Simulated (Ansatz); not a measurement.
This script makes cell relaxations under several functionals of HfN, space group F-43m with the Ansatz DFT code, driven from Python.

The script, `hfn_lattice.py`:
```python
"""Relaxed cell of HfN under several functionals."""

import ansatz as az
from ase import Atoms
import numpy as np

def edges_and_angles(cell):
    cell = np.asarray(cell)
    a, b, c = np.linalg.norm(cell, axis=1)
    cosines = cell[1] @ cell[2] / (b * c), cell[0] @ cell[2] / (a * c), cell[0] @ cell[1] / (a * b)
    return (a, b, c, *np.degrees(np.arccos(cosines)))


def main() -> None:
    atoms = Atoms(
        ["Hf", "N"],
        scaled_positions=[
            [0.0, 0.0, 0.0],
            [0.75, 0.75, 0.75],
        ],
        cell=[
            [0.0, 2.454822, 2.454822],
            [2.454822, 0.0, 2.454822],
            [2.454822, 2.454822, 0.0],
        ],
        pbc=True,
    )
    xtal = az.Crystal.from_ase(atoms)

    base = xtal.calculation()
    base = base.basis(19 * az.Ha)
    base = base.kpoints(length=32)
    base = base.occupations(az.OccupationsMethod.COLD)
    base = base.relax(cell=True, force_tolerance=0.03)

    levels = [("lda", "none"), ("pbesol", "none"), ("blyp", "d3bj")]
    print("level            a       b       c    alpha   beta  gamma  V/atom  steps")
    for name, dispersion in levels:
        seen = []
        run = base.functional(name, dispersion=dispersion).session().plan()
        done = run.execute(on_event=lambda e: seen.append(e) if e["event"] == "relax_step" else None)
        cell = done.lattice.cell_ang
        label = name if dispersion == "none" else f"{name}+{dispersion}"
        print("{:13s} {:7.4f} {:7.4f} {:7.4f} {:6.2f} {:6.2f} {:6.2f}".format(label, *edges_and_angles(cell)), f"{abs(np.linalg.det(cell)) / len(done.lattice.sites):7.3f} {len(seen):5d}")


if __name__ == "__main__":
    main()
```

Rank the levels of theory by the volume of the relaxed cell.

From smallest to largest: LDA (14.07 Å³ an atom, -4.9 % against the start), PBEsol (14.41 Å³ an atom, -2.6 % against the start) and BLYP+D3BJ (14.64 Å³ an atom, -1.0 % against the start). The spread is 4.0 % in volume.

The output:

```console
$ python hfn_lattice.py
level            a       b       c    alpha   beta  gamma  V/atom  steps
lda            3.4143  3.4143  3.4143  60.00  60.00  60.00  14.073     5
pbesol         3.4417  3.4417  3.4417  60.00  60.00  60.00  14.413     5
blyp+d3bj      3.4596  3.4596  3.4596  60.00  60.00  60.00  14.639     4
```

Reading the output:
- No spin polarisation was allowed.
- Forces vanish by symmetry, so the ions can't move, and the end may be a saddle.
- BLYP and dispersion corrections can be off by several per cent in the lattices of metals, and by several GPa in the pressure at a fixed cell.
- For a metal this k-point mesh is coarse: on a finer one energies can move by several to tens of meV an atom and pressures by half a GPa or more, differences at one mesh by less.
- Edges and angles are those of the cell as typed, here a primitive one, not of the conventional cell.
- Spin-orbit coupling, which matters for elements this heavy, is left out.
- The structure comes from a database of computed cells and needn't be a stable or known phase.
- It ran for 64 s on 1 thread of Intel(R) Xeon(R) Processor @ 2.30GHz (shared host), peak memory 0.58 GiB.
